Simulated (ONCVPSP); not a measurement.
**Ho: generating and testing an ONCV potential**

Aim: build the potential from the settings below, then test how well it stands in for the atom: other configurations, scattering, ghost states and the plane-wave cutoff that it needs.

Program: ONCVPSP 4.0.1. Reference atom: LDA (Perdew-Wang 92), scalar-relativistic, spherical and spin-unpolarised. All values are calculated.

### Step 1. Settings

Typed settings, in words:

```json
{
  "element": "holmium (Ho, Z = 67)",
  "type": "optimised norm-conserving Vanderbilt (ONCV)",
  "frozen core": "[Kr] 4d10",
  "valence charge": "21",
  "reference configuration": "4f11 5s2 5p6 6s1.5 (charge +0.5)",
  "partial waves": "5s+6s: rc 2.25 bohr, ncon 4, nbas 8, qcut 5.3 1/bohr, 3 projectors, debl 1.7 Ha; 5p: rc 2.05 bohr, ncon 4, nbas 9, qcut 8.3 1/bohr, 1 projector; d scattering state at 0.39 Ha: rc 2.15 bohr, ncon 4, nbas 7, qcut 4.5 1/bohr, 2 projectors, debl 2.4 Ha; 4f: rc 0.90 bohr, ncon 4, nbas 8, qcut 20.1 1/bohr, 3 projectors, debl 3.1 Ha",
  "local potential": "polynomial inside 0.90 bohr (lpopt 5, dvloc0 -1 Ha)",
  "core correction": "not asked for"
}
```

An earlier all-electron run gives the scale for the radii.

All-electron outer shells of the reference configuration (LDA (PZ), scalar-relativistic, ld1.x):

```json
{"shell": "5s", "level (eV)": "-53.70", "outermost node (bohr)": "0.62", "outermost maximum (bohr)": "1.13"}
{"shell": "5p", "level (eV)": "-29.16", "outermost node (bohr)": "0.66", "outermost maximum (bohr)": "1.29"}
{"shell": "6s", "level (eV)": "-6.50", "outermost node (bohr)": "1.54", "outermost maximum (bohr)": "3.26"}
{"shell": "4f", "level (eV)": "-6.50", "outermost node (bohr)": "–", "outermost maximum (bohr)": "0.52"}
{"shell": "5d", "level (eV)": "-3.98", "outermost node (bohr)": "0.75", "outermost maximum (bohr)": "2.06"}
{"shell": "6p", "level (eV)": "-3.30", "outermost node (bohr)": "1.88", "outermost maximum (bohr)": "4.35"}
```

### Step 2. Generation

Input file Ho.dat:

```
# ATOM AND REFERENCE CONFIGURATION
# atsym  z   nc   nv     iexc    psfile
  Ho 67.00    9    4  -001012      upf
#
#   n    l    f
    1    0    2.00
    2    0    2.00
    2    1    6.00
    3    0    2.00
    3    1    6.00
    3    2   10.00
    4    0    2.00
    4    1    6.00
    4    2   10.00
    4    3   11.00
    5    0    2.00
    5    1    6.00
    6    0    1.50
#
# PSEUDOPOTENTIAL AND OPTIMIZATION
# lmax
    3
#
#   l,   rc,      ep,       ncon, nbas, qcut
    0    2.25    0.00    4    8    5.30
    1    2.05    0.00    4    9    8.30
    2    2.15    0.39    4    7    4.50
    3    0.90    0.00    4    8   20.10
#
# LOCAL POTENTIAL
# lloc, lpopt,  rc(5),   dvloc0
    4    5    0.90   -1.00
#
# VANDERBILT-KLEINMAN-BYLANDER PROJECTORs
# l, nproj, debl
    0    3    1.70
    1    1    2.80
    2    2    2.40
    3    3    3.10
#
# MODEL CORE CHARGE
# icmod, fcfact, rcfact
    0    0.00    0.00
#
# LOG DERIVATIVE ANALYSIS
# epsh1, epsh2, depsh
   -3.00    5.00    0.02
#
# OUTPUT GRID
# rlmax, drl
    6.00    0.01
#
# TEST CONFIGURATIONS
# ncnf
    4
# nvcnf
#   n    l    f
    4
    4    3   11.00
    5    0    2.00
    5    1    6.00
    6    0    2.00
#
    4
    4    3   11.00
    5    0    2.00
    5    1    6.00
    6    0    1.00
#
    4
    4    3   11.00
    5    0    2.00
    5    1    6.00
    6    0    0.00
#
    4
    4    3   10.00
    5    0    2.00
    5    1    6.00
    6    0    2.00
#
```

The run is started by

```
oncvpsp.x < Ho.dat > Ho.out
```

Q: Predict the outcome of this session. Wanted: cutoffs for 1 and 0.1 mHa per electron, occupied waves; bound ghosts; GHOST(+) flags; largest phase difference near zero energy, channels read; projector energies reset by the program.

The runs gave:

| quantity | value |
| --- | --- |
| cutoffs for 1 and 0.1 mHa per electron, occupied waves | 163 Ha and 180 Ha |
| bound ghosts | s at -107.00 eV, p at -65.42 eV |
| GHOST(+) flags | none at low energy |
| largest phase difference near zero energy, channels read | 0.005 rad |
| projector energies reset by the program | d: 0.050, 2.450 Ha |

In words: It has a bound ghost (s, p), a state that the atom doesn't have, and that rules the file out. It counts as very hard, with 163 Ha needed at the looser tolerance. At the looser tolerance the 4f wave is the slowest; 5p needs 17 Ha. Near zero energy the phases of the channels with partial waves agree within 0.005 rad. The pseudo curves have a pole with no partner nearby in the atom's: p at -2.40 Ha.
